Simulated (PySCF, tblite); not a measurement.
**H13NOSi5, a small molecule taken as a stand-in for a surface group (silicon-backed Si): NMR shifts, core binding energies and electronic excitations**

Aim: the NMR shifts, core binding energies and electronic excitations of `N[SiH2]O[Si]([SiH3])([SiH3])[SiH3]`.

Computed with tblite 0.8.0 and PySCF 2.14.0; each step states its level. No surroundings beyond the atoms listed, unless a continuum is named. Atoms count from 0, parts from 1.

### 1 The system as given

20 atoms, charge 0, multiplicity 1; geometry: distance geometry start.

### 2 Geometry optimisation with GFN2-xTB

The job: settings as JSON, then the geometry in Å.

```
{"job": {"kind": "relax", "xc": "GFN2-xTB", "basis": "xTB"}, "charge": 0, "multiplicity": 1}
Si    -0.733471    -2.018271     1.343097
Si     0.041976    -0.716450    -0.264881
Si    -1.369294    -0.750844    -1.979847
Si     2.013418    -1.480222    -0.940132
O      0.231763     0.943636     0.343757
Si     0.259838     1.416496     2.055920
N      0.664129     3.153506     2.175216
H      0.199365    -2.053959     2.420016
H     -1.985052    -1.488883     1.845563
H     -0.943202    -3.343489     0.843667
H     -0.619757    -0.633550    -3.194902
H     -2.105405    -1.934620    -1.971310
H     -2.239980     0.357916    -1.851480
H      1.959548    -2.874381    -1.112156
H      3.005433    -1.168177     0.047828
H      2.395206    -0.847288    -2.138613
H      1.229012     0.622247     2.739740
H     -1.003752     1.180326     2.632249
H     -0.083388     3.789609     2.454606
H      1.572399     3.373796     2.610872
```

With the program's defaults for keys left out, this is: GFN2-xTB geometry optimisation, gas phase.

Command:

```
> OMP_NUM_THREADS=1 python cluster_run.py task.json out
```

One launch serves the whole session: the jobs run in the order shown.

**Question.** The jobs that follow are: PBE0-D3(BJ)/def2-SVP geometry optimisation, gas phase; GIAO PBE0/pcSseg-1 NMR shielding, non-relativistic, gas phase; delta-SCF UKS SCAN, pcX-2 on the ionised atom, pcseg-1 elsewhere, spin-free X2C; TDDFT CAM-B3LYP/def2-SVPD, vertical, gas phase, core orbitals frozen in the response. Predict: point group; rotational constants (main isotopes); $^{1}$H shifts against TMS (PBE0/pcSseg-1); $^{29}$Si shifts against TMS (PBE0/pcSseg-1); $^{17}$O shifts against H2O (PBE0/pcSseg-1); $^{15}$N shifts against NH3 (PBE0/pcSseg-1); surface potential, 1st and 99th percentile; Si2p binding energies, SCAN/pcX-2 (standing for 4 of 5 atoms); O1s binding energies, SCAN/pcX-2; lowest singlet (CAM-B3LYP/def2-SVPD); brightest single state of those computed; lowest triplet; vertical ionisation energy (ΔSCF).

**Answer**, as computed:

| quantity | value |
| --- | --- |
| point group | C1 |
| rotational constants (main isotopes) | 1.04, 0.63, 0.62 GHz |
| $^{1}$H shifts against TMS (PBE0/pcSseg-1) | 4.76, 4.69, 3.90, 3.88, 3.83, 3.79, 3.78, 3.77, 3.38, 3.36, 3.35, 1.25, 1.21 ppm |
| $^{29}$Si shifts against TMS (PBE0/pcSseg-1) | -12.8, -35.6, -98.9, -101.9, -105.5 ppm |
| $^{17}$O shifts against H2O (PBE0/pcSseg-1) | 42.1 ppm |
| $^{15}$N shifts against NH3 (PBE0/pcSseg-1) | 42.2 ppm |
| surface potential, 1st and 99th percentile | -0.82 V and 1.68 V |
| Si2p binding energies, SCAN/pcX-2 (standing for 4 of 5 atoms) | Si1 106.60, Si0 106.42, Si3 106.39, Si2 106.36 eV |
| O1s binding energies, SCAN/pcX-2 | O4 537.25 eV |
| lowest singlet (CAM-B3LYP/def2-SVPD) | 5.71 eV (217 nm), f = 0.013 |
| brightest single state of those computed | state 5, 6.73 eV, f = 0.196 |
| lowest triplet | 5.13 eV |
| vertical ionisation energy (ΔSCF) | 9.14 eV |

What this shows: Relaxing lowered the energy by 0.539 eV in 16 steps; the close pair that moved most is Si2–H11, from 1.450 to 1.500 Å (PBE0/def2-SVP). At PBE0/pcSseg-1: The widest tensor belongs to Si1: span 214 ppm, with a paramagnetic part of -517 ppm. By nearest atom (PBE0/pcSseg-1), the HOMO sits on Si1, Si3 about 22 % each; O4 17 % and the LUMO on Si1 28 %; O4 14 %. Si1 (silicon bonded to O, 3 Si) binds its Si2p electron 0.23 eV more tightly than Si2 (silicon bonded to Si, 3 H). Only 4 of the 5 Si atoms are covered by sound results. The lowest singlet, at 5.71 eV, is HOMO→LUMO 0.95 and is weak; of the 6 states computed, the strongest absorption comes from states 5 to 6 together at 6.73 eV (the last computed, so partners may be missing). The lowest triplet lies 0.58 eV below the lowest singlet (triplets in Tamm-Dancoff, singlets in full TDDFT). The orbital energy would give 8.65 eV for ionisation, ΔSCF gives 9.14 eV. A capped cluster stands for the solid here, so long-range fields and strain are missing, and bands or shifts of the capping hydrogens have no counterpart in it.
